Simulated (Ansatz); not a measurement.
# GePH2 (quartet): wave-function methods side by side, cc-pVTZ

How much of the correlation energy of GePH2 (quartet) does each wave-function method recover here?

The runs use Ansatz 0.2.0, Gaussian basis; cc-pVTZ, core rule «outside noble gas», up to 19 orbitals frozen.

To be run: UHF; CCSD(T) on ROHF; CCSD(T) on UHF; BCCD(T) on ROHF; CCSDT(Q) on ROHF; CCSDT(Q) on UHF; CASSCF and MRCISD+Q, 11 electrons in 10 orbitals; CASSCF and NEVPT2, 11 electrons in 10 orbitals.

5 further runs of the same task are left out: 5 set aside as unsound or not needed.

## 1. The system

The geometry is a PBE0/def2-TZVP stationary point (not a proven minimum) of the parent state, kept for this charge and spin. No spin-orbit coupling is included. The filled d shell of Ge may be among the frozen orbitals whatever the setting's name suggests; the logs give the count.

4 atoms, charge 0, spin multiplicity 4.

Atoms are counted from 1 here; the program's logs count them from 0.

Bond lengths: Ge1–P2 2.195 Å, P2–H3 1.408 Å, P2–H4 1.408 Å. Angles: Ge1–P2–H3 128.2°, Ge1–P2–H4 128.2°, H3–P2–H4 103.7°.

As a file:

```xyz
4

Ge    0.0000    0.0000    0.7020
P     0.0000    0.0000   -1.4925
H     0.0000    1.1073   -2.3623
H     0.0000   -1.1073   -2.3623
```

## 2. UHF

in.yaml

```yaml
crystal:
  periodic: [false, false, false]
  atoms:
    - {symbol: Ge, position_ang: [0.000000, 0.000000, 0.701976]}
    - {symbol: P, position_ang: [0.000000, 0.000000, -1.492532]}
    - {symbol: H, position_ang: [0.000000, 1.107306, -2.362335]}
    - {symbol: H, position_ang: [0.000000, -1.107306, -2.362335]}
basis:
  gaussian: {orbitals: cc-pVTZ}
magnetization: {spin_polarized: true, initial_magnetization: 3}
hamiltonian: {xc: hf}
output: {orbitals: {seedname: orbitals}}
```

Command:

```sh
ansatz run in.yaml --threads 1 --pin off --events-out ev --progress --plain --max-ram 2816MiB --backend cpu
```

Further steps of the session: CCSD(T) on ROHF; CCSD(T) on UHF; BCCD(T) on ROHF; CCSDT(Q) on ROHF; CCSDT(Q) on UHF; CASSCF and MRCISD+Q, 11 electrons in 10 orbitals; CASSCF and NEVPT2, 11 electrons in 10 orbitals.

**Question.** What will the summary of the whole plan be? Wanted: UCCSDT(Q) below the RHF energy; RMP2 from UCCSDT(Q); UMP2 from UCCSDT(Q); RCCSD from UCCSDT(Q); RCCSD(T) from UCCSDT(Q); UCCSD(T) from UCCSDT(Q); RCCSDT(Q) from UCCSDT(Q); NEVPT2 valence from UCCSDT(Q); MRCISD+Q valence from UCCSDT(Q).

The runs gave:

| quantity | value |
| --- | --- |
| UCCSDT(Q) below the RHF energy | -7.1831 eV |
| RMP2 from UCCSDT(Q) | +122.7 kJ/mol |
| UMP2 from UCCSDT(Q) | +130.4 kJ/mol |
| RCCSD from UCCSDT(Q) | +33.8 kJ/mol |
| RCCSD(T) from UCCSDT(Q) | +6.2 kJ/mol |
| UCCSD(T) from UCCSDT(Q) | +5.6 kJ/mol |
| RCCSDT(Q) from UCCSDT(Q) | +0.9 kJ/mol |
| NEVPT2 valence from UCCSDT(Q) | +136.1 kJ/mol |
| MRCISD+Q valence from UCCSDT(Q) | +12.0 kJ/mol |
| levels within 1 kcal/mol (43 meV) | RCCSDT, UCCSDT, RCCSDT(Q) |
| T1 diagnostic | 0.021 |
| effectively unpaired electrons | 3.02 |

What this shows: RCCSD(T) lands +6.2 kJ/mol from the yardstick (0.9 % of the correlation energy). One determinant dominates. Of the multireference levels listed MRCISD+Q valence comes nearest in total energy (+12.0 kJ/mol), which doesn't show that its space is the better one. These misses are within one basis, not against nature; the frozen cores of restricted and unrestricted runs differ, which can shift their rows.
